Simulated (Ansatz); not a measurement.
# SiNH2F2 (SMILES [NH][SiH](F)F): a chain of runs

Wanted: a series of 10 runs (UHF/STO-3G, UHF/3-21G, UHF/6-31G*, UB3LYP/6-31G*) of F2H2NSi. 

The results are computed with Ansatz 0.2.0.

## Step 1: The structure to begin with

SiNH2F2 has 6 atoms, charge 0, and is taken as a doublet. As SMILES, `[NH][SiH](F)F`. The coordinates come from a PBE0-D4/def2-TZVP relaxation. This is one conformer, not always the lowest. The run starts from this shape.

Bond lengths: N1–Si2 1.727 Å, Si2–F3 1.580 Å, Si2–F4 1.587 Å, N1–H5 1.021 Å, Si2–H6 1.473 Å. Angles: N1–Si2–F3 107.9°, N1–Si2–F4 114.0°, F3–Si2–F4 106.4°, N1–Si2–H6 109.2°, F3–Si2–H6 109.9°, F4–Si2–H6 109.3°, Si2–N1–H5 116.5°.

## Step 2: A structure relaxation at UHF/STO-3G (start density atoms) (run 1)

run.yaml

```yaml
crystal:
  periodic: [false, false, false]
  atoms:
    - {symbol: "N", position_ang: [-0.025400, 1.001700, -0.903700]}
    - {symbol: Si, position_ang: [0.188000, -0.244900, 0.273000]}
    - {symbol: F, position_ang: [1.578700, -0.941400, -0.004700]}
    - {symbol: F, position_ang: [-0.908600, -1.390200, 0.207400]}
    - {symbol: H, position_ang: [-0.977800, 1.156700, -1.236500]}
    - {symbol: H, position_ang: [0.187200, 0.354100, 1.618300]}
basis:
  gaussian:
    orbitals: STO-3G
magnetization:
  spin_polarized: true
  initial_magnetization: 1
hamiltonian:
  xc: hf
relax:
  f_tol: 0.002
output: {orbitals: {seedname: orbitals}}
```

On the command line:

```console
$ ansatz run run.yaml --threads 1 --pin off --max-ram 3480MiB --events-out events.jsonl --progress --plain --runs-dir runs
```

The program printed:

```text
Warning: RAYON_NUM_THREADS=1 ignored (pool sized by the plan → 1); use --threads N
The last accepted step is kept in runs//last_step.txt (removed where the run ends without a failure and the disk answers)
[... 56 lines left out ...]
Total energy: -14601.55052400 eV, -536.5970844706 hartree
[... 6 lines left out ...]
Dipole moment:    -0.256959     0.044572     0.207555 e Å
```

Run time: 3.9 s. Hardware: 1 thread of Arm Neoverse V2, shared host; peak memory 0.1 GiB.

The path in brief:

```tsv
step	energy from the first frame kept (eV)	largest force (eV/Å)
1	0.0000	2.6194
2	-0.1124	1.1082
3	-0.1530	0.2512
4	-0.1566	0.1184
5	-0.1566	0.0926
6	-0.1570	0.0099
7	-0.1570	0.0016
```

After the run. Bond lengths: N1–Si2 1.791 Å, Si2–F3 1.603 Å, Si2–F4 1.606 Å, N1–H5 1.053 Å, Si2–H6 1.423 Å. Angles: N1–Si2–F3 108.7°, N1–Si2–F4 110.5°, F3–Si2–F4 106.5°, N1–Si2–H6 109.7°, F3–Si2–H6 110.9°, F4–Si2–H6 110.5°, Si2–N1–H5 106.9°.

## Step 3: The harmonic vibrations at UHF/STO-3G (start density atoms) (run 2)

in.yaml

```yaml
crystal:
  periodic: [false, false, false]
  atoms:
    - {symbol: N, position_ang: [-0.001867, 1.058245, -0.931786]}
    - {symbol: Si, position_ang: [0.211653, -0.226857, 0.296980]}
    - {symbol: F, position_ang: [1.602379, -0.974740, 0.021760]}
    - {symbol: F, position_ang: [-0.938882, -1.338057, 0.155946]}
    - {symbol: H, position_ang: [-1.023081, 1.069884, -1.187762]}
    - {symbol: H, position_ang: [0.191898, 0.347525, 1.598663]}
basis:
  gaussian: {orbitals: STO-3G}
magnetization: {spin_polarized: true, initial_magnetization: 1}
hamiltonian: {xc: hf}
phonons: {temperatures: {t_min: 298.15, t_max: 298.15, t_step: 1}}
```

On the command line:

```console
$ ansatz run in.yaml --threads 1 --pin off --max-ram 3480MiB --events-out events.jsonl --progress --plain --runs-dir runs
```

The program printed:

```text
Warning: RAYON_NUM_THREADS=1 ignored (pool sized by the plan → 1); use --threads N
[... 201 lines left out ...]
Total energy: -14601.55052376 eV, -536.5970844619 hartree
[... 6 lines left out ...]
Dipole moment:    -0.256960     0.044572     0.207555 e Å
Vibrations: 132.08 279.95 316.12 387.75 807.09 927.49 964.83 1042.07 1058.63 1190.40 2878.55 3813.56 cm⁻¹, zero-point energy 0.855398 eV
```

It took 9 s on 1 thread of Arm Neoverse V2, shared host; peak memory 0.083 GiB.

Runs 3 to 8 aren't shown in full; the table further down has their settings and results.

## Step 4: A geometry optimisation at UB3LYP/6-31G(d) (Cartesian functions, start density atoms) (run 9)

input.yaml

```yaml
basis:
  gaussian:
    orbitals: "6-31G*"
crystal:
  periodic: [false, false, false]
  atoms:
    - symbol: "N"
      position_ang: [-0.025400, 1.001700, -0.903700]
    - symbol: Si
      position_ang: [0.188000, -0.244900, 0.273000]
    - symbol: F
      position_ang: [1.578700, -0.941400, -0.004700]
    - symbol: F
      position_ang: [-0.908600, -1.390200, 0.207400]
    - symbol: H
      position_ang: [-0.977800, 1.156700, -1.236500]
    - symbol: H
      position_ang: [0.187200, 0.354100, 1.618300]
relax:
  f_tol: 0.002
magnetization:
  spin_polarized: true
  initial_magnetization: 1
output: {orbitals: {seedname: orbitals}}
hamiltonian:
  xc: {name: B3LYP}
```

On the command line:

```console
$ ansatz run input.yaml --threads 1 --pin off --max-ram 3480MiB --events-out events.jsonl --progress --plain --runs-dir runs
```

The program printed:

```text
Warning: RAYON_NUM_THREADS=1 ignored (pool sized by the plan → 1); use --threads N
The last accepted step is kept in runs//last_step.txt (removed where the run ends without a failure and the disk answers)
[... 165 lines left out ...]
Total energy: -14835.61168223 eV, -545.1986733831 hartree
[... 6 lines left out ...]
Dipole moment:    -0.211151     0.057845    -0.050850 e Å
```

Run time: 78 s. Hardware: 1 thread of Arm Neoverse V2, shared host; peak memory 0.16 GiB.

The path in brief:

```tsv
step	energy from the first frame kept (eV)	largest force (eV/Å)
1	0.0000	0.6715
2	-0.0116	0.3609
3	-0.0167	0.0382
4	-0.0173	0.0354
5	-0.0196	0.0977
6	-0.0203	0.0666
7	-0.0213	0.0255
8	-0.0220	0.0324
9	-0.0203	0.1501
10	-0.0221	0.0329
11	-0.0219	0.2244
12	-0.0223	0.0128
13	-0.0223	0.1418
14	-0.0224	0.0155
15	-0.0225	0.0306
16	-0.0226	0.0694
17	-0.0226	0.0363
18	-0.0226	0.0277
19	-0.0227	0.0028
20	-0.0227	0.0129
21	-0.0227	0.0150
22	-0.0227	0.0090
23	-0.0227	0.0023
24	-0.0227	0.0013
```

After the run. Bond lengths: N1–Si2 1.749 Å, Si2–F3 1.600 Å, Si2–F4 1.603 Å, N1–H5 1.027 Å, Si2–H6 1.470 Å. Angles: N1–Si2–F3 107.4°, N1–Si2–F4 112.9°, F3–Si2–F4 107.5°, N1–Si2–H6 109.7°, F3–Si2–H6 110.2°, F4–Si2–H6 109.1°, Si2–N1–H5 115.5°.

## Step 5: The harmonic vibrations at UB3LYP/6-31G(d) (Cartesian functions, start density atoms) (run 10)

in.yaml

```yaml
basis:
  gaussian:
    orbitals: "6-31G*"
crystal:
  periodic: [false, false, false]
  atoms:
    - {symbol: N, position_ang: [-0.169246, 1.151960, -0.710232]}
    - {symbol: Si, position_ang: [0.158071, -0.210533, 0.336494]}
    - {symbol: F, position_ang: [1.532499, -0.869423, -0.150477]}
    - {symbol: F, position_ang: [-0.973737, -1.343627, 0.258377]}
    - {symbol: H, position_ang: [-0.786903, 0.957728, -1.507721]}
    - {symbol: H, position_ang: [0.281417, 0.249896, 1.727360]}
hamiltonian:
  xc: {name: B3LYP}
magnetization:
  spin_polarized: true
  initial_magnetization: 1
phonons:
  temperatures: {t_min: 298.15, t_max: 298.15, t_step: 1}
```

On the command line:

```console
$ ansatz run in.yaml --threads 1 --pin off --max-ram 3480MiB --events-out events.jsonl --progress --plain --runs-dir runs
```

The program printed:

```text
Warning: RAYON_NUM_THREADS=1 ignored (pool sized by the plan → 1); use --threads N
[... 203 lines left out ...]
Total energy: -14835.61169480 eV, -545.1986738451 hartree
[... 6 lines left out ...]
Dipole moment:    -0.211152     0.057845    -0.050850 e Å
Vibrations: 56.72 239.73 295.71 370.51 717.41 829.20 841.28 879.65 937.98 995.91 2358.71 3451.93 cm⁻¹, zero-point energy 0.742339 eV
```

Wall time 68 s (1 thread of Arm Neoverse V2, shared host); peak memory 0.16 GiB.

## Step 6: The series

```tsv
run	level	task	walk f tol	partner	energy (Eh)	dipole moment (D)	⟨S²⟩	wall time
1	UHF/STO-3G (start density atoms)	optimise	0.002	base	-536.597084	1.60	0.759	3.9 s
2	UHF/STO-3G (start density atoms)	frequencies	–	base	-536.597084	1.60	0.759	9 s
3	UHF/STO-3G (start density atoms)	energy	–	cation	-536.297652	–	0.922	0.36 s
4	UHF/STO-3G (start density atoms)	optimise	–	cation	-536.343706	–	1.000	6 s
5	UHF/3-21G (start density atoms)	optimise	0.002	base	-540.610987	1.73	0.756	9.9 s
6	UHF/3-21G (start density atoms)	frequencies	–	base	-540.610987	1.73	0.756	12 s
7	UHF/6-31G* (Cartesian functions, start density atoms)	optimise	0.002	base	-543.516157	0.56	0.757	43 s
8	UHF/6-31G* (Cartesian functions, start density atoms)	frequencies	–	base	-543.516157	0.56	0.757	26 s
9	UB3LYP/6-31G* (Cartesian functions, start density atoms)	optimise	0.002	base	-545.198673	1.08	0.753	78 s
10	UB3LYP/6-31G* (Cartesian functions, start density atoms)	frequencies	–	base	-545.198674	1.08	0.753	68 s
```

## Step 7: Outcome

```
                                                               quantity          value
                                    run 10, UB3LYP/6-31G*: total energy  -545.19867 Eh
                                   run 10, UB3LYP/6-31G*: dipole moment         1.08 D
                                            run 10, UB3LYP/6-31G*: ⟨S²⟩          0.753
                        run 10, UB3LYP/6-31G*: largest force on an atom     0.001 eV/Å
                      run 10, UB3LYP/6-31G*: lowest harmonic wavenumber        57 cm⁻¹
                     run 10, UB3LYP/6-31G*: highest harmonic wavenumber      3452 cm⁻¹
                               run 10, UB3LYP/6-31G*: zero-point energy    71.6 kJ/mol
                     vertical ionisation energy (to the singlet cation)       8.148 eV
adiabatic ionisation energy (to the singlet cation, no zero-point term)       6.895 eV
```

In words: Removing an electron at fixed nuclei costs 8.15 eV (188 kcal/mol). Only the singlet of the ionised species was computed; a triplet could lie lower. Its partner is spin-contaminated (⟨S²⟩ = 0.92 against 0.00), so the difference is in doubt. In a minimal basis such a difference can be off by several eV, whatever the method. The adiabatic ionisation energy (to the singlet cation, no zero-point term) is 6.89 eV (665 kJ/mol). Its partner is spin-contaminated (⟨S²⟩ = 1.00 against 0.00), so the difference is in doubt. In runs 1, 2, 3, 4 the basis is minimal, so the values are rough. Spin contamination of the reference: run 4 ⟨S²⟩ = 1.00, run 3 ⟨S²⟩ = 0.92. Where it is this large, the reference is a mixture of spin states, and values that rest on it are in doubt. All runs together took 4.3 min, the longest 78 s.
